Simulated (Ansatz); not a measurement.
# FH₈NSi₂: a reaction path by the nudged elastic band

Aim: the minimum-energy path between two given structures and its highest point. Both ends were relaxed at PBE0-D4 in triple zeta.

Program: Ansatz 0.2.0, Gaussian basis. Level of theory: PBE0-D4/def2-SVP. These are calculated values, not measurements.

23 further runs of the same task are left out: 1 that didn't finish, 22 set aside as unsound or not needed. Runs told in other sessions of the task aren't counted.

**1. The system as given**

The first end: 12 atoms, charge 0, spin multiplicity 1.

Atoms are counted from 1 here; the program's logs count them from 0.

Bond lengths: Si1–Si2 2.359 Å, Si1–H3 1.488 Å, Si1–H4 1.487 Å, Si1–N5 1.717 Å, Si2–H8 1.506 Å, Si2–H9 1.488 Å, Si2–H10 1.488 Å, N5–H11 1.007 Å, N5–H12 1.010 Å, H6–F7 0.931 Å. Angles: Si2–Si1–H3 107.2°, Si2–Si1–H4 106.8°, Si2–Si1–N5 115.1°, H3–Si1–H4 109.6°, H3–Si1–N5 108.0°, H4–Si1–N5 110.1°, Si1–Si2–H8 110.7°, Si1–Si2–H9 113.5°, Si1–Si2–H10 112.5°, H8–Si2–H9 105.2°, H8–Si2–H10 105.4°, H9–Si2–H10 109.0°, Si1–N5–H11 119.3°, Si1–N5–H12 118.3°, H11–N5–H12 111.3°.

As a file:

```xyz
12
FH8NSi2
Si   -0.6879   -0.2095   -0.9914
Si    0.6007   -1.3987    0.5864
H    -0.5773   -0.9341   -2.2859
H    -2.0963   -0.2519   -0.5151
N    -0.2020    1.4169   -1.2495
H     0.0855    0.9008    1.9678
F    -0.2018    1.7782    1.8500
H     0.5719   -0.7108    1.9256
H     0.1004   -2.7766    0.8448
H     2.0388   -1.4682    0.2097
H     0.5556    1.6101   -1.8843
H    -0.1874    2.0437   -0.4582
```

The second end:

```mol
FH8NSi2
  3D, bonds by distance, orders not assigned

 12 10  0  0  0  0  0  0  0  0999 V2000
   -1.4389    0.9150   -0.6215 Si  0  0
    1.2029   -1.6051    1.1567 Si  0  0
   -1.4170   -0.5624   -0.5286 H   0  0
   -2.5502    1.4457   -1.4413 H   0  0
    0.0257    1.4262   -1.3022 N   0  0
    0.5265   -0.4903    1.8647 H   0  0
   -1.7081    1.4431    0.8697 F   0  0
    2.3848   -2.0530    1.9355 H   0  0
    0.2615   -2.7364    0.9728 H   0  0
    1.6595   -1.1295   -0.1772 H   0  0
    0.9011    0.9908   -1.0627 H   0  0
    0.1523    2.3557   -1.6660 H   0  0
  1  3  8  0
  1  4  8  0
  1  5  8  0
  1  7  8  0
  2  6  8  0
  2  8  8  0
  2  9  8  0
  2 10  8  0
  5 11  8  0
  5 12  8  0
M  END
```

**2. The band at PBE0-D4/def2-SVP**

File neb/in.yaml:

```yaml
crystal:
  periodic: [false, false, false]
  atoms:
    - {symbol: Si, position_ang: [-0.687860, -0.209525, -0.991436]}
    - {symbol: Si, position_ang: [0.600686, -1.398746, 0.586398]}
    - {symbol: H, position_ang: [-0.577343, -0.934109, -2.285898]}
    - {symbol: H, position_ang: [-2.096300, -0.251903, -0.515119]}
    - {symbol: N, position_ang: [-0.201998, 1.416880, -1.249467]}
    - {symbol: H, position_ang: [0.085495, 0.900831, 1.967848]}
    - {symbol: F, position_ang: [-0.201823, 1.778155, 1.850022]}
    - {symbol: H, position_ang: [0.571856, -0.710825, 1.925592]}
    - {symbol: H, position_ang: [0.100404, -2.776608, 0.844844]}
    - {symbol: H, position_ang: [2.038805, -1.468193, 0.209678]}
    - {symbol: H, position_ang: [0.555576, 1.610116, -1.884254]}
    - {symbol: H, position_ang: [-0.187399, 2.043727, -0.458207]}
basis:
  gaussian: {orbitals: def2-SVP}
hamiltonian: {xc: pbe0, dispersion: d4}
neb:
  images: 5
  climbing: true
  max_iterations: 40
  initial_path: idpp
  final_atoms:
    - {symbol: Si, position_ang: [-1.438937, 0.915043, -0.621451]}
    - {symbol: Si, position_ang: [1.202919, -1.605073, 1.156661]}
    - {symbol: H, position_ang: [-1.416960, -0.562366, -0.528551]}
    - {symbol: H, position_ang: [-2.550197, 1.445689, -1.441294]}
    - {symbol: N, position_ang: [0.025728, 1.426197, -1.302166]}
    - {symbol: H, position_ang: [0.526513, -0.490280, 1.864699]}
    - {symbol: F, position_ang: [-1.708128, 1.443081, 0.869668]}
    - {symbol: H, position_ang: [2.384768, -2.052989, 1.935513]}
    - {symbol: H, position_ang: [0.261507, -2.736416, 0.972797]}
    - {symbol: H, position_ang: [1.659532, -1.129500, -0.177172]}
    - {symbol: H, position_ang: [0.901064, 0.990758, -1.062704]}
    - {symbol: H, position_ang: [0.152290, 2.355656, -1.666000]}
```

Command:

```bash
> ansatz run in.yaml --threads 4 --pin off --events-out ev --progress --plain --max-ram 9574MiB
```

Standard output:

```text
Functional definition: PBE0
  name "PBE0"
  cite "Adamo & Barone, J. Chem. Phys. 110, 6158 (1999) doi:10.1063/1.478522"
  cite "Perdew, Burke & Ernzerhof, Phys. Rev. Lett. 77, 3865 (1996) doi:10.1103/PhysRevLett.77.3865"
  parent pbe
  parameter a = 0.25
  parameter kappa = 0.804
  parameter beta = 0.06672455060314922
  exchange = (1 - a)*pbe_x(kappa = kappa, mu = beta*pi^2/3) + a*exact_x
  correlation = pbe_c(beta = beta)
1090 factors; integrals over basis functions are off by at most 4.6e-4 eV
mean field evaluation 1: about -20067.7225 eV, gradient 5.5e1 eV
mean field evaluation 2: about -20060.1349 eV, gradient 7.8e1 eV
mean field evaluation 4: about -20073.3095 eV, gradient 3.5e0 eV
mean field evaluation 8: about -20073.3385 eV, gradient 1.7e-2 eV
mean field -20073.33849126 eV, -737.6815833563 hartree, gradient 1.5e-5 eV, S^2 0.000000; 0 other end points of the search recorded, 0 dependent functions left out
the calculation of the forces begins
reference -20073.33851936 eV, -737.6815843890 hartree; 26, 26 occupied and 78, 78 virtual orbitals, 1090 factors
[... from here to the last solve, the lines of the solves are left out (141 solves) ...]
WARN: NEB end point (image 0): max|allowed force component| = 2.920e-1 eV/Å (the criterion of neb.relax_end_points is 1.000e-2). That is over neb.f_tol: it is no minimum, so the barrier can be far off. Relax it first
WARN: NEB end point (image 6): max|allowed force component| = 9.106e-1 eV/Å (the criterion of neb.relax_end_points is 1.000e-2). That is over neb.f_tol: it is no minimum, so the barrier can be far off. Relax it first
NEB iter   1: max|band force component| = 5.329e0 eV/Å  barrier→ = 5.2514 eV  barrier← = 6.5566 eV  Δτ_max = 0.2000 Å  (186 SCF iters)
NEB iter   2: max|band force component| = 4.027e0 eV/Å  barrier→ = 3.6787 eV  barrier← = 4.9838 eV  Δτ_max = 0.2000 Å  (147 SCF iters)
NEB iter   3: max|band force component| = 1.957e1 eV/Å  barrier→ = 2.4382 eV  barrier← = 3.7434 eV  Δτ_max = 0.1019 Å  (149 SCF iters)
NEB iter   4: max|band force component| = 5.540e0 eV/Å  barrier→ = 1.6449 eV  barrier← = 2.9500 eV  Δτ_max = 0.2000 Å  (136 SCF iters)
NEB iter   5: max|band force component| = 2.156e0 eV/Å  barrier→ = 0.8223 eV  barrier← = 2.1275 eV  Δτ_max = 0.1786 Å  (135 SCF iters)
NEB iter   6: max|band force component| = 6.254e-1 eV/Å  barrier→ = 0.6769 eV  barrier← = 1.9820 eV  Δτ_max = 0.2000 Å  (130 SCF iters)
NEB iter   7: max|band force component| = 6.797e-1 eV/Å  barrier→ = 0.7624 eV  barrier← = 2.0676 eV  Δτ_max = 0.1002 Å  (134 SCF iters)
NEB iter   8: max|band force component| = 1.016e0 eV/Å  barrier→ = 0.7750 eV  barrier← = 2.0801 eV  Δτ_max = 0.0500 Å  (126 SCF iters)
NEB iter   9: max|band force component| = 4.510e-1 eV/Å  barrier→ = 0.7805 eV  barrier← = 2.0857 eV  CI = image 2  Δτ_max = 0.0998 Å  (118 SCF iters)
NEB iter  10: max|band force component| = 5.639e-1 eV/Å  barrier→ = 0.7674 eV  barrier← = 2.0725 eV  CI = image 2  Δτ_max = 0.2000 Å  (123 SCF iters)
NEB iter  11: max|band force component| = 1.418e0 eV/Å  barrier→ = 0.9450 eV  barrier← = 2.2501 eV  CI = image 2  Δτ_max = 0.1003 Å  (123 SCF iters)
NEB iter  12: max|band force component| = 1.330e0 eV/Å  barrier→ = 1.0677 eV  barrier← = 2.3729 eV  CI = image 2  Δτ_max = 0.2000 Å  (120 SCF iters)
NEB iter  13: max|band force component| = 3.569e-1 eV/Å  barrier→ = 1.2894 eV  barrier← = 2.5945 eV  CI = image 2  Δτ_max = 0.1869 Å  (128 SCF iters)
NEB iter  14: max|band force component| = 5.224e-1 eV/Å  barrier→ = 1.2819 eV  barrier← = 2.5871 eV  CI = image 2  Δτ_max = 0.0951 Å  (128 SCF iters)
NEB iter  15: max|band force component| = 1.655e-1 eV/Å  barrier→ = 1.2591 eV  barrier← = 2.5643 eV  CI = image 2  Δτ_max = 0.0936 Å  (123 SCF iters)
NEB iter  16: max|band force component| = 1.796e-1 eV/Å  barrier→ = 1.2559 eV  barrier← = 2.5610 eV  CI = image 2  Δτ_max = 0.0469 Å  (124 SCF iters)
NEB iter  17: max|band force component| = 7.253e-2 eV/Å  barrier→ = 1.2531 eV  barrier← = 2.5582 eV  CI = image 2  Δτ_max = 0.0529 Å  (118 SCF iters)
NEB iter  18: max|band force component| = 5.090e-2 eV/Å  barrier→ = 1.2511 eV  barrier← = 2.5562 eV  CI = image 2  Δτ_max = 0.0938 Å  (118 SCF iters)
NEB iter  19: max|band force component| = 5.580e-2 eV/Å  barrier→ = 1.2502 eV  barrier← = 2.5553 eV  CI = image 2  Δτ_max = 0.0470 Å  (125 SCF iters)
1086 factors; integrals over basis functions are off by at most 8.8e-4 eV
mean field -20074.67668137 eV, -737.7307609358 hartree, gradient 1.3e-6 eV, S^2 0.000000; 0 other end points of the search recorded, 0 dependent functions left out
the calculation of the forces begins
reference -20074.67671233 eV, -737.7307620735 hartree; 26, 26 occupied and 78, 78 virtual orbitals, 1086 factors
NEB iter  20: max|band force component| = 4.908e-2 eV/Å  barrier→ = 1.2500 eV  barrier← = 2.5552 eV  CI = image 2  CI's point: of a kind that is not told: the force calls were inconclusive, a negative curvature could not be distinguished from the path's own, the only one lies far off the path, or fixed occupations may fill a level only in part  Δτ_max = 0.0000 Å  (966 SCF iters)
Total energy: -20072.28122944 eV, -737.6427297010 hartree
Atom 0 at    -0.679879     0.258297    -0.504946 Å, force    -0.014155    -0.016748     0.015189 eV/Å
Atom 1 at     0.708656    -1.379421     0.951909 Å, force     0.000462    -0.002061    -0.002634 eV/Å
Atom 2 at    -0.216935    -0.797548    -1.482980 Å, force     0.002412     0.000544     0.004504 eV/Å
Atom 3 at    -2.124516    -0.030161    -0.304341 Å, force     0.002060     0.004999    -0.001489 eV/Å
Atom 4 at    -0.064588     1.659403    -1.252123 Å, force     0.012277     0.010598    -0.029204 eV/Å
Atom 5 at    -0.094131     0.235903     1.224648 Å, force     0.006193    -0.013887     0.010002 eV/Å
Atom 6 at    -0.691346     1.252569     1.193909 Å, force    -0.005756     0.015760    -0.005740 eV/Å
Atom 7 at     1.065114    -1.453449     2.408060 Å, force    -0.000317    -0.000838    -0.000913 eV/Å
Atom 8 at    -0.145515    -2.557237     0.614117 Å, force     0.001054    -0.002335    -0.001085 eV/Å
Atom 9 at     1.966854    -1.395355     0.149633 Å, force     0.002013    -0.000852     0.001050 eV/Å
Atom 10 at     0.364958     1.628414    -2.166608 Å, force     0.000114     0.001837    -0.002856 eV/Å
Atom 11 at    -0.088572     2.578384    -0.831277 Å, force    -0.006358     0.002982     0.013174 eV/Å
Dipole moment:     0.158940     0.160091    -0.252198 e Å
```

It took 7.6 min on 4 threads of Intel Xeon at 2.50GHz, shared host.

The last band:

| image | path (Å) | energy (kJ/mol) | Si1–F7 (Å) | Si2–H6 (Å) | Si1–Si2 (Å) | H6–F7 (Å) |
| --- | --- | --- | --- | --- | --- | --- |
| 0 | 0.00 | 0.0 | 3.50 | 2.73 | 2.36 | 0.93 |
| 1 | 1.21 | 18.3 | 2.70 | 2.39 | 2.38 | 0.93 |
| 2 | 2.43 | 120.6 | 1.97 | 1.82 | 2.59 | 1.18 |
| 3 | 3.76 | -65.1 | 1.65 | 1.48 | 3.32 | 1.92 |
| 4 | 5.09 | -120.2 | 1.63 | 1.49 | 3.88 | 2.35 |
| 5 | 6.42 | -127.2 | 1.63 | 1.49 | 4.06 | 2.70 |
| 6 | 7.76 | -125.9 | 1.60 | 1.48 | 4.06 | 3.12 |

The highest image, 2:

```
Si   -0.67988    0.25830   -0.50495
Si    0.70866   -1.37942    0.95191
H    -0.21693   -0.79755   -1.48298
H    -2.12452   -0.03016   -0.30434
N    -0.06459    1.65940   -1.25212
H    -0.09413    0.23590    1.22465
F    -0.69135    1.25257    1.19391
H     1.06511   -1.45345    2.40806
H    -0.14552   -2.55724    0.61412
H     1.96685   -1.39535    0.14963
H     0.36496    1.62841   -2.16661
H    -0.08857    2.57838   -0.83128
```

**3. Summary of results**

| quantity | value |
| --- | --- |
| PBE0-D4/def2-SVP, 20 iterations | highest 120.6 kJ/mol (image 2), last end -125.9 kJ/mol |
| from earlier runs: barrier over the separately found saddle, CCSD(T)/def2-TZVPP | 141.3 kJ/mol |

The highest image lies 120.6 kJ/mol above the first end, and it climbed, so it estimates the saddle. The ends are not quite minima at this level (largest force component 0.91 eV/Å), so the heights are unreliable: relaxing the first end would lower it and raise the barrier above it. The highest image is 20.7 kJ/mol below the CCSD(T) barrier in triple zeta, which comes from separate runs on the saddle.
